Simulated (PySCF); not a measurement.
# How the numerical set-up moves the result for H2NTa

The method stays; parts of the set-up, such as the basis or the Hamiltonian, are changed.

The runs use PySCF 2.14.0; each script names its method and basis.

2 further runs of the same task are left out: 2 that didn't finish.

### Step 1. Where the work starts

H2NTa: 4 atoms, charge 0, spin multiplicity 1.

Bond lengths: Ta1–N2 1.729 Å, Ta1–H3 1.828 Å, Ta1–H4 1.828 Å. Angles: N2–Ta1–H3 98.4°, N2–Ta1–H4 98.4°, H3–Ta1–H4 104.4°.

Coordinates:

```
Ta    0.05230    0.09070    0.06020
N    -0.73410   -1.27150   -0.65890
H     1.65050   -0.03010   -0.81820
H    -0.85130    1.41430   -0.81820
```

### Step 2. The run that the others are compared with

The input, input.py:

```python
from pyscf import gto, dft

mol = gto.M(
    atom='Ta 0.0523 0.0907 0.0602; N -0.7341 -1.2715 -0.6589; H 1.6505 -0.0301 -0.8182; H -0.8513 1.4143 -0.8182',
    basis='lanl2dz',
    ecp={'Ta': 'lanl2dz'},
    charge=0,
    spin=0,
    verbose=3,
)
mf = dft.RKS(mol, xc='hse06')
mf.kernel()
mf.dip_moment()
print('orbital energies (hartree):', mf.mo_energy[..., max(0, mol.nelec[1]-3):mol.nelec[0]+3].round(4))
```

Launch:

```bash
python input.py
```

The log of this run is left out.

Base result: E(SCF) = -113.566509 Eh, μ = 6.01 D.

### Step 3. Cartesian functions on

Variant 1 changes Cartesian functions: off → on.

The input, input.py:

```python
from pyscf import gto, dft

mol = gto.M(
    atom='Ta 0.0523 0.0907 0.0602; N -0.7341 -1.2715 -0.6589; H 1.6505 -0.0301 -0.8182; H -0.8513 1.4143 -0.8182',
    basis='lanl2dz',
    ecp={'Ta': 'lanl2dz'},
    charge=0,
    spin=0,
    cart=True,
    verbose=3,
)
mf = dft.RKS(mol, xc='hse06')
mf.kernel()
mf.dip_moment()
print('orbital energies (hartree):', mf.mo_energy[..., max(0, mol.nelec[1]-3):mol.nelec[0]+3].round(4))
```

Launch:

```bash
python input.py
```

### Step 4. Def2-tzvp

Variant 2 changes basis set: lanl2dz → def2-tzvp. The core potential changes with it: totals don't compare.

Edit input.py of step 2 so:

```diff
@@ -4,4 +4,4 @@
     atom='Ta 0.0523 0.0907 0.0602; N -0.7341 -1.2715 -0.6589; H 1.6505 -0.0301 -0.8182; H -0.8513 1.4143 -0.8182',
-    basis='lanl2dz',
-    ecp={'Ta': 'lanl2dz'},
+    basis='def2-tzvp',
+    ecp={'Ta': 'def2-tzvp'},
     charge=0,
```

What does the calculation give? Wanted: for each run, E(SCF); from base; SCF dipole.

The runs gave:

```csv
run,E(SCF) (hartree),from base (eV),SCF dipole (D),functions
base,-113.566509,0,6.01,35
Cartesian functions on,-113.570408,-0.1061,6.05,n/a
def2-tzvp,-112.814770,not comparable,5.97,83
```

In words: Total energies from different bases, Hamiltonians or methods carry different errors, so properties are taken as differences within one set-up.
